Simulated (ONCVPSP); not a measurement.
**Pseudopotential generation for Ge: ONCV, PBEsol**

Task: generate the file, and judge it by its errors in other configurations, its logarithmic derivatives, its ghosts and its cutoff.

The numbers are computed with ONCVPSP 4.0.1.1 (patched build) (PBEsol, scalar-relativistic, spin-unpolarised reference atom).

**1. Starting point**

The settings as typed:

| Quantity | Value |
| --- | --- |
| element | germanium (Ge, Z = 32) |
| type | optimised norm-conserving Vanderbilt (ONCV) |
| frozen core | [Ar] |
| valence charge | 14 |
| reference configuration | 3d10 4s2 4p2 |
| partial waves | 4s: rc 1.55 bohr, ncon 4, nbas 7, qcut 5.4 1/bohr, 2 projectors, debl 3.1 Ha; 4p: rc 2.10 bohr, ncon 3, nbas 6, qcut 3.7 1/bohr, 2 projectors, debl 1.3 Ha; 3d: rc 0.65 bohr, ncon 4, nbas 8, qcut 13.4 1/bohr, local |
| local potential | the d channel |
| core correction | Teter function, fcfact 2.5, rcfact 1.55 |

The outer shells as boxes (Hund's rule for the drawing; the calculation is spin-unpolarised):

```
[Ar] core
3d [↑↓][↑↓][↑↓][↑↓][↑↓]
4s [↑↓]
4p [↑ ][↑ ][  ]
```

**2. The generation run**

File Ge.dat:

```
# ATOM AND REFERENCE CONFIGURATION
# atsym  z   nc   nv     iexc    psfile
  Ge 32.00    5    3  -116133      upf
#
#   n    l    f
    1    0    2.00
    2    0    2.00
    2    1    6.00
    3    0    2.00
    3    1    6.00
    3    2   10.00
    4    0    2.00
    4    1    2.00
#
# PSEUDOPOTENTIAL AND OPTIMIZATION
# lmax
    2
#
#   l,   rc,      ep,       ncon, nbas, qcut
    0    1.55    0.00    4    7    5.40
    1    2.10    0.00    3    6    3.70
    2    0.65    0.00    4    8   13.40
#
# LOCAL POTENTIAL
# lloc, lpopt,  rc(5),   dvloc0
    2    5    0.65    0.00
#
# VANDERBILT-KLEINMAN-BYLANDER PROJECTORs
# l, nproj, debl
    0    2    3.10
    1    2    1.30
    2    0    3.70
#
# MODEL CORE CHARGE
# icmod, fcfact, rcfact
    3    2.50    1.55
#
# LOG DERIVATIVE ANALYSIS
# epsh1, epsh2, depsh
   -3.00    5.00    0.02
#
# OUTPUT GRID
# rlmax, drl
    6.00    0.01
#
# TEST CONFIGURATIONS
# ncnf
    4
# nvcnf
#   n    l    f
    3
    3    2   10.00
    4    0    2.00
    4    1    1.00
#
    3
    3    2   10.00
    4    0    2.00
    4    1    0.00
#
    3
    3    2   10.00
    4    0    1.00
    4    1    0.00
#
    3
    3    2   10.00
    4    0    0.00
    4    1    0.00
#
```

Run with:

```sh
$ oncvpsp.x < Ge.dat > Ge.out
```

Before running it: what results should come out? Wanted: cutoffs for 1 and 0.1 mHa per electron, occupied waves; bound ghosts; GHOST(+) flags; largest test error; largest phase difference near zero energy, channels read; rms error of d²Exc/dn², without and with the model core.

**Answer**, as computed:

| quantity | value |
| --- | --- |
| cutoffs for 1 and 0.1 mHa per electron, occupied waves | 573 Ha and 755 Ha |
| bound ghosts | s at -115.54 eV, p at -166.21 eV |
| GHOST(+) flags | s at 448 eV |
| largest test error (AE − PS) | -12 meV, for 3d10 4s2 4p0 (2 tests unsolved) |
| largest phase difference near zero energy, channels read | 0.003 rad |
| rms error of d²Exc/dn², without and with the model core | 7.08 and 2.93 mHa |

In words: It has a bound ghost (s, p), a state that the atom doesn't have, and that rules the file out. By total energies transferability is good where solved: the largest error is 12 meV on 22.9 eV, for 3d10 4s2 4p0. Atomic tests can pass in spite of a ghost, since they solve only for the levels asked. Of the tests 2 gave no usable energy difference, which is a warning in itself. The potential is very hard: the looser tolerance needs 573 Ha. At the looser tolerance the 3d wave is the slowest; 4s needs 9 Ha. Near zero energy the phases of the channels with partial waves agree within 0.003 rad. The program also flags highly localised states, GHOST(+) (s). All of this concerns the isolated atom, not yet a solid.
